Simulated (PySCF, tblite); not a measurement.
# C₄H₁₀GeNO radical: geometry, infrared bands and EPR parameters

What infrared bands and EPR parameters should C₄H₁₀GeNO radical (`[NH2][GeH2][C@@H]1CC[C]1O`) show?

Programs: tblite 0.8.0 and PySCF 2.14.0, with density-fitted response routines of our own. Each step states its level of theory. These are calculated values for one molecule in the gas phase, unless marked as measured. Atoms are numbered from 0 throughout.

**1. The starting structure**

17 atoms, charge 0, multiplicity 2; geometry from: force field or distance geometry start.

Bonds of the start (Å): N0–Ge1 1.85, Ge1–C2 1.94, C2–C3 1.48, C3–C4 1.52, C4–C5 1.51, C5–O6 1.39, C5–C2 1.50, N0–H7 1.03, N0–H8 1.04, Ge1–H9 1.55, Ge1–H10 1.56, C2–H11 1.11, C3–H12 1.10, C3–H13 1.11, C4–H14 1.09, C4–H15 1.10, O6–H16 0.98.

**2. Relaxing the molecule with GFN2-xTB**

What the job is given:

```
{"job": {"kind": "relax", "xc": "GFN2-xTB", "basis": "xTB"}, "charge": 0, "multiplicity": 2}
N     -2.891000     0.360200    -0.819500
Ge    -1.690000    -0.403200     0.358500
C      0.110700    -0.209900    -0.333500
C      1.163200    -1.078000     0.242000
C      1.818900     0.110000     0.920200
C      0.763200     0.986700     0.288400
O      1.207100     1.919700    -0.641700
H     -2.596000     0.107100    -1.774700
H     -2.997800     1.386900    -0.684800
H     -2.052500    -1.883900     0.660200
H     -1.765300     0.414600     1.685900
H      0.156300    -0.222400    -1.439600
H      1.848300    -1.460800    -0.532700
H      0.846800    -1.887700     0.924400
H      1.738500     0.083100     2.011900
H      2.852800     0.305700     0.600500
H      1.479700     1.484000    -1.475200
```

On the command line:

```console
$ OMP_NUM_THREADS=1 python probes_run.py task.json out
```

The driver reads the jobs from task.json and runs them one after another.

What it wrote:

```text
step      E/eV     max force
  0    -610.97706    2.334
  1    -611.17120    1.304
  2    -611.27570    0.549
  3    -611.32126    0.544
  4    -611.34992    0.563
  5    -611.38991    0.510
  6    -611.42523    0.417
  7    -611.45167    0.357
  8    -611.46851    0.307
  9    -611.48489    0.310
 10    -611.50455    0.380
 11    -611.52394    0.314
 12    -611.53806    0.278
 13    -611.54771    0.274
 14    -611.55642    0.266
 15    -611.56517    0.242
 16    -611.57208    0.227
 17    -611.57529    0.327
 18    -611.57960    0.146
 19    -611.58337    0.171
 20    -611.59086    0.183
 21    -611.59764    0.221
 22    -611.60309    0.187
 23    -611.60758    0.158
 24    -611.61184    0.176
 25    -611.61666    0.194
 26    -611.62138    0.286
 27    -611.62644    0.242
 28    -611.62983    0.124
 29    -611.63231    0.137
 30    -611.63373    0.110
 31    -611.63532    0.097
 32    -611.63656    0.100
 33    -611.63811    0.112
 34    -611.63947    0.093
 35    -611.64060    0.072
 36    -611.64130    0.074
 37    -611.64219    0.073
 38    -611.64325    0.085
 39    -611.64443    0.086
 40    -611.64552    0.074
 41    -611.64661    0.077
 42    -611.64764    0.080
 43    -611.64853    0.065
 44    -611.64911    0.070
 45    -611.64957    0.060
 46    -611.65005    0.056
 47    -611.65077    0.070
 48    -611.65138    0.071
 49    -611.65198    0.067
 50    -611.65254    0.064
 51    -611.65315    0.060
 52    -611.65378    0.056
 53    -611.65438    0.049
 54    -611.65495    0.071
 55    -611.65557    0.086
 56    -611.65638    0.086
 57    -611.65737    0.083
 58    -611.65832    0.065
 59    -611.65901    0.052
 60    -611.65945    0.082
 61    -611.65990    0.070
 62    -611.66023    0.048
 63    -611.66063    0.038
 64    -611.66083    0.040
 65    -611.66122    0.055
 66    -611.66156    0.045
 67    -611.66193    0.052
 68    -611.66230    0.049
 69    -611.66277    0.072
 70    -611.66346    0.090
 71    -611.66431    0.078
 72    -611.66513    0.074
 73    -611.66571    0.070
 74    -611.66619    0.050
 75    -611.66668    0.049
 76    -611.66720    0.068
 77    -611.66759    0.055
 78    -611.66787    0.042
 79    -611.66810    0.042
 80    -611.66833    0.033
 81    -611.66860    0.043
 82    -611.66897    0.048
 83    -611.66942    0.050
 84    -611.66998    0.063
 85    -611.67068    0.075
 86    -611.67168    0.088
 87    -611.67302    0.110
 88    -611.67470    0.138
 89    -611.67580    0.121
 90    -611.67685    0.072
 91    -611.67744    0.075
 92    -611.67860    0.077
 93    -611.67953    0.088
 94    -611.68125    0.149
 95    -611.68230    0.093
 96    -611.68296    0.100
 97    -611.68329    0.065
 98    -611.68366    0.049
 99    -611.68451    0.067
100    -611.68497    0.079
101    -611.68561    0.063
102    -611.68586    0.049
103    -611.68612    0.032
104    -611.68643    0.049
105    -611.68676    0.056
106    -611.68698    0.047
107    -611.68713    0.044
108    -611.68726    0.024
109    -611.68742    0.022
110    -611.68768    0.042
111    -611.68793    0.046
112    -611.68814    0.039
113    -611.68831    0.033
114    -611.68845    0.029
115    -611.68861    0.029
116    -611.68875    0.029
117    -611.68886    0.022
118    -611.68893    0.030
119    -611.68900    0.025
120    -611.68912    0.030
121    -611.68933    0.045
122    -611.68961    0.055
123    -611.68991    0.047
124    -611.69014    0.039
125    -611.69034    0.048
126    -611.69056    0.039
127    -611.69083    0.044
128    -611.69111    0.032
129    -611.69136    0.032
130    -611.69159    0.034
131    -611.69182    0.080
132    -611.69195    0.055
133    -611.69230    0.059
134    -611.69256    0.054
135    -611.69277    0.020
136    -611.69283    0.021
137    -611.69294    0.025
138    -611.69300    0.032
139    -611.69313    0.041
140    -611.69324    0.033
141    -611.69335    0.023
142    -611.69344    0.025
143    -611.69354    0.024
144    -611.69362    0.023
145    -611.69367    0.016
146    -611.69371    0.016
147    -611.69375    0.019
148    -611.69379    0.018
149    -611.69381    0.011
150    -611.69382    0.005
```

Run time: 1.2 s. Hardware: 1 thread of Arm Neoverse V1, shared host; peak memory 0.18 GiB.

Step by step: (not every step is listed)

| step | energy from step 0 (eV) | largest force (eV/Å) |
| --- | --- | --- |
| 0 | 0.0000 | 2.3345 |
| 1 | -0.1941 | 1.3040 |
| 2 | -0.2986 | 0.5493 |
| 3 | -0.3442 | 0.5440 |
| 4 | -0.3729 | 0.5629 |
| 5 | -0.4128 | 0.5099 |
| 6 | -0.4482 | 0.4173 |
| 7 | -0.4746 | 0.3565 |
| 8 | -0.4914 | 0.3068 |
| 21 | -0.6206 | 0.2212 |
| 34 | -0.6624 | 0.0927 |
| 47 | -0.6737 | 0.0701 |
| 60 | -0.6824 | 0.0822 |
| 73 | -0.6886 | 0.0700 |
| 86 | -0.6946 | 0.0876 |
| 99 | -0.7074 | 0.0673 |
| 112 | -0.7111 | 0.0390 |
| 125 | -0.7133 | 0.0482 |
| 138 | -0.7159 | 0.0318 |
| 145 | -0.7166 | 0.0159 |
| 146 | -0.7166 | 0.0156 |
| 147 | -0.7167 | 0.0189 |
| 148 | -0.7167 | 0.0181 |
| 149 | -0.7167 | 0.0112 |
| 150 | -0.7168 | 0.0051 |

Close pairs (by a distance rule), those that changed most:

| bond | before (Å) | after (Å) | change (Å) |
| --- | --- | --- | --- |
| Ge1–C2 | 1.939 | 2.021 | +0.082 |
| C2–C3 | 1.481 | 1.540 | +0.060 |
| Ge1–H10 | 1.561 | 1.502 | -0.059 |
| Ge1–H9 | 1.554 | 1.512 | -0.042 |
| N0–Ge1 | 1.847 | 1.813 | -0.034 |
| N0–H8 | 1.041 | 1.011 | -0.030 |
| C3–C4 | 1.517 | 1.539 | +0.022 |
| N0–H7 | 1.031 | 1.010 | -0.022 |

The final coordinates are the input of the step that follows.

**3. Harmonic vibrations with GFN2-xTB**

What the job is given:

```
{"job": {"kind": "ir", "xc": "GFN2-xTB", "basis": "xTB"}, "charge": 0, "multiplicity": 2}
N     -2.673460     0.755234    -0.458619
Ge    -1.652759    -0.631787     0.108563
C      0.285847    -0.511122    -0.449496
C      1.284853    -1.123952     0.550040
C      1.804326     0.279235     0.908599
C      0.832859     0.825674    -0.096084
O      1.117469     1.857509    -0.956903
H     -2.959940     0.767959    -1.426704
H     -2.341420     1.677162    -0.211565
H     -2.399994    -1.859019    -0.361191
H     -1.713363    -0.549164     1.606576
H      0.406915    -0.819146    -1.493734
H      2.032318    -1.756432     0.075592
H      0.828218    -1.666432     1.377538
H      1.628306     0.583924     1.941753
H      2.853811     0.466570     0.668494
H      0.659016     1.715816    -1.792770
```

What it wrote:

```text
mode    cm-1     km/mol
  1      40.1      1.32
  2      65.7      0.42
  3      86.0      4.39
  4     160.3      5.36
  5     196.0     35.85
  6     231.8     17.35
  7     246.2    102.64
  8     278.1      9.10
  9     350.6     22.24
 10     408.0     24.15
 11     524.3    224.15
 12     539.9     25.07
 13     619.7    106.47
 14     640.5    113.33
 15     668.3      3.30
 16     705.7    256.40
 17     786.5      1.19
 18     796.5    197.49
 19     810.8     87.14
 20     911.8     11.20
 21     958.6      8.09
 22    1009.7      4.46
 23    1034.4      0.69
 24    1042.0     63.57
 25    1063.1     24.18
 26    1103.1     17.25
 27    1156.7      0.33
 28    1178.1     42.40
 29    1214.9      2.35
 30    1229.6     21.83
 31    1278.6     79.22
 32    1353.5    188.03
 33    1451.5      0.75
 34    1472.7      1.82
 35    1497.5     28.04
 36    1887.7    445.57
 37    2000.6    470.40
 38    2856.1     63.09
 39    2927.4     25.81
 40    2959.2     46.19
 41    2974.2     50.56
 42    3004.9     47.05
 43    3423.5      3.41
 44    3452.1      2.42
 45    3521.8      8.53
```

Wall time 0.57 s (1 thread of Arm Neoverse V1, shared host); peak memory 0.18 GiB.

Which atoms move in the most intense modes:

| cm⁻¹ | km/mol | atoms |
| --- | --- | --- |
| 524 | 224.2 | N0 38 %, H8 32 %, H7 23 % |
| 620 | 106.5 | H9 45 %, C2 16 % |
| 640 | 113.3 | N0 34 %, H10 22 %, H7 17 %, Ge1 16 % |
| 706 | 256.4 | H10 47 %, H9 21 %, N0 17 % |
| 796 | 197.5 | H10 50 %, H9 45 % |
| 1354 | 188.0 | C5 66 %, O6 13 % |
| 1888 | 445.6 | H9 88 %, H10 11 % |
| 2001 | 470.4 | H10 88 %, H9 11 % |

**4. g tensor and hyperfine couplings: B3LYP/def2-TZVP-core+pcH-1**

Settings changed since step 3:

```diff
@@ -1,2 +1,2 @@
-{"job": {"kind": "ir", "xc": "GFN2-xTB", "basis": "xTB"}, "charge": 0, "multiplicity": 2}
+{"job": {"kind": "epr", "basis": "pcH-1"}, "charge": 0, "multiplicity": 2}
 N     -2.673460     0.755234    -0.458619
```

With the program's defaults for keys left out, this is: UKS B3LYP, def2-TZVP-core on Ge, pcH-1 on C H N O, non-relativistic, mean-field spin-orbit, GIAO.

What it wrote:

```text
UKS, coarse grid
  cycle   1  E = -2365.24474387  |g| = 1.42e+00
  cycle   2  E = -2365.04375326  |g| = 1.21e+00
  cycle   3  E = -2365.35638000  |g| = 4.66e-01
  cycle   4  E = -2365.41950561  |g| = 1.28e-01
  cycle   5  E = -2365.42477505  |g| = 2.69e-02
  cycle   6  E = -2365.42507630  |g| = 7.10e-03
  cycle   7  E = -2365.42510067  |g| = 2.13e-03
  cycle   8  E = -2365.42510086  |g| = 9.83e-04
UKS, final grid
  cycle   1  E = -2365.42515296  |g| = 1.26e-03
  cycle   2  E = -2365.42515204  |g| = 2.02e-03
  cycle   3  E = -2365.42515362  |g| = 1.23e-04
  cycle   4  E = -2365.42515362  |g| = 6.33e-05
  cycle   5  E = -2365.42515363  |g| = 2.86e-05
E = -2365.42515363 Eh   <S^2> = 0.7538 (exact 0.7500)
g shifts (ppm)      1          2          3
  rmc          -196       -196       -196
  gc             31         18         35
  oz_so        -846       1075       2852
  total       -1010        898       2692
hyperfine (MHz)  atom isotope    a_iso     a_fc   dipolar eigenvalues
    0   14N       0.46       0.46     -0.27     -0.03      0.31
    1  73Ge     -46.99     -47.31     -5.37      2.43      2.95
    2   13C      -7.70      -7.74     -4.72     -0.86      5.58
    3   13C      22.85      22.84     -2.21     -2.02      4.23
    4   13C      -4.05      -4.07     -4.38     -1.66      6.05
    5   13C     186.11     186.16    -72.02    -69.68    141.70
    6   17O     -33.12     -33.19    -54.57     26.23     28.33
    7    1H       0.51       0.51     -1.19     -1.02      2.20
    8    1H      -0.44      -0.45     -2.75     -2.05      4.80
    9    1H      29.38      29.38     -1.33     -0.72      2.05
   10    1H      -1.49      -1.49     -2.44     -1.50      3.95
   11    1H      66.02      66.01     -4.06     -2.22      6.28
   12    1H      -1.78      -1.78     -2.41     -2.15      4.56
   13    1H       2.64       2.64     -2.53     -2.19      4.72
   14    1H      75.72      75.72     -5.93     -4.27     10.20
   15    1H      60.42      60.41     -4.61     -2.39      7.00
   16    1H      -5.59      -5.62    -11.75     -7.49     19.23
```

Wall time 3.7 min (1 thread of Arm Neoverse V1, shared host); peak memory 1.4 GiB.

Principal g values 2.00131, 2.00322, 2.00501; g(iso) = 2.00318, against 2.00232 for a free electron.

Hyperfine couplings; where a row names several nuclei, a(iso) is their mean (it holds for fast rotation or exchange) and the dipolar term the largest among them:

| nuclei | isotope | a(iso) (MHz) | a(iso) (G, at g = 2.0023) | largest dipolar term (MHz) |
| --- | --- | --- | --- | --- |
| C5 | 13C | 186.1 | 66.4 | 141.7 |
| H14 | 1H | 75.7 | 27.0 | 10.2 |
| H11 | 1H | 66.0 | 23.6 | 6.3 |
| H15 | 1H | 60.4 | 21.6 | 7.0 |
| Ge1 | 73Ge | -47.0 | -16.8 | -5.4 |
| O6 | 17O | -33.1 | -11.8 | -54.6 |
| H9 | 1H | 29.4 | 10.5 | 2.1 |
| C3 | 13C | 22.8 | 8.2 | 4.2 |
| C2 | 13C | -7.7 | -2.7 | 5.6 |
| H16 | 1H | -5.6 | -2.0 | 19.2 |
| C4 | 13C | -4.1 | -1.4 | 6.0 |
| H13 | 1H | 2.6 | 0.9 | 4.7 |
| H12 | 1H | -1.8 | -0.6 | 4.6 |
| H10 | 1H | -1.5 | -0.5 | 3.9 |

Mulliken spin populations:

N0 0.00; Ge1 0.06; C2 -0.06; C3 0.02; C4 -0.05; C5 0.79; O6 0.10; H7 0.00; H8 0.00; H9 0.02; H10 0.00; H11 0.04; H12 0.00; H13 0.00; H14 0.03; H15 0.04; H16 0.00

In first order the couplings over 0.8 MHz of 1H give 256 distinct lines over 86.7 G, if the averaged nuclei exchange fast; the same motion can average rows kept apart here too.

The fields below are evaluated on a grid from the run's orbitals.

ELF in a plane through or near 6 of the atoms.

Ten even steps from ' ' (0.00) to '@' (1.00):
```
                                                        
                                                        
                                                        
                  ..--++++--..                          
                  --##%%%%%%++..                        
                  ::##%%++%%**::                        
          ::++--    ::**####--      ......              
        ::%%@@@@++..--====++--    ..--==------..        
        ++@@@@@@@@**%%==**++**..  ::**##**%%##==        
        --%%@@@@##::++====##++::::--##**::%%##--..      
          ::==++**%%%%::::==++==....--%%####**--..      
              ..++##++==----++::++++==::======::        
                ::**@@@@++  ..::::++::::..              
                --%%@@@@%%    ::::::--==--              
                --@@@@@@%%    ..::::--++==::            
                ..##@@@@++        ....::::..            
                    ....                                
                                                        
                                                        
                                                        
```
The map spans 11.8 Å across and 10.1 Å up, centred on the molecule. Atoms in the plane (x, y in Å): N0 (2.8, 0.3), Ge1 (1.5, -0.9), C5 (-0.7, 0.9), O6 (-0.6, 2.3), H13 (-1.3, -1.9), H15 (-2.9, 0.7).

log10 of the density (e/Å³) in the same plane.

Ten even steps from ' ' (-4.0) to '@' (1.9):
```
                                                        
                      ......                            
                  ..::::--::::..                        
                ..--====++====--::                      
              ..::==++**##**++==--..........            
          ..::::--==**##%%##**==--::::::::::....        
      ..::----======++######++==----========--::..      
      ..::====++++++****##**++======++++++++==--::..    
      ::--==**##******##@@##**++==++****##**++==--..    
      ::--==++**######********++++++**##%%##**==--::    
      ..::--==++**####****************####**++==--..    
        ::----==****##****++++**%%@@%%**++++==--::..    
        ..::--==++**##**++++++**##%%##++++==--::..      
          ..::--==**####++====++******++==--::::..      
          ..::--==++++++====--====++++====--::..        
            ..::--======----------====----::::..        
              ....::::::::....::::::::::::....          
                                ..........              
                                                        
                                                        
```
The map spans 11.8 Å across and 10.1 Å up, centred on the molecule. Atoms in the plane (x, y in Å): N0 (2.8, 0.3), Ge1 (1.5, -0.9), C5 (-0.7, 0.9), O6 (-0.6, 2.3), H13 (-1.3, -1.9), H15 (-2.9, 0.7).

On the surface of density 0.002 e/bohr³ the electrostatic potential runs, from the 1st to the 99th percentile, from -1.45 V near N0 to 2.37 V near H16.

The spin density lies nearest to C5 60 %; O6 13 %.

**5. Results**

```
                                                                  quantity                  value
                                 strongest single infrared mode (GFN2-xTB)  2001 cm⁻¹, 470 km/mol
                                              zero-point energy (GFN2-xTB)          80.2 kcal/mol
                                                            g(iso) (B3LYP)                2.00318
                                                                      ⟨S²⟩     0.754 (exact 0.75)
                                        largest a(iso) (averaged by class)   13C on C5, 186.1 MHz
potential on the surface of density 0.002 e/bohr³, 1st and 99th percentile     -1.45 V and 2.37 V
```

Relaxing lowered the energy by 0.717 eV in 150 steps; the close pair that moved most is Ge1–C2, from 1.939 to 2.021 Å. No mode is imaginary among the 45: a minimum at this level. The strongest single mode, at 2001 cm⁻¹, moves mainly H10. Unscaled tight-binding wavenumbers are off by several per cent, some by more. Its intensities can rank the bands wrongly. C5 carries the largest spin population, 0.79 e. The isotropic g lies 0.9 ppt above the free-electron value. The hyperfine terms hold no scalar relativity, which the heavier nuclei need. These values are for one conformer; the search (at its own cheap level) found 2 more, at 0.44, 1.15 kcal/mol, and measured spectra average over such forms.
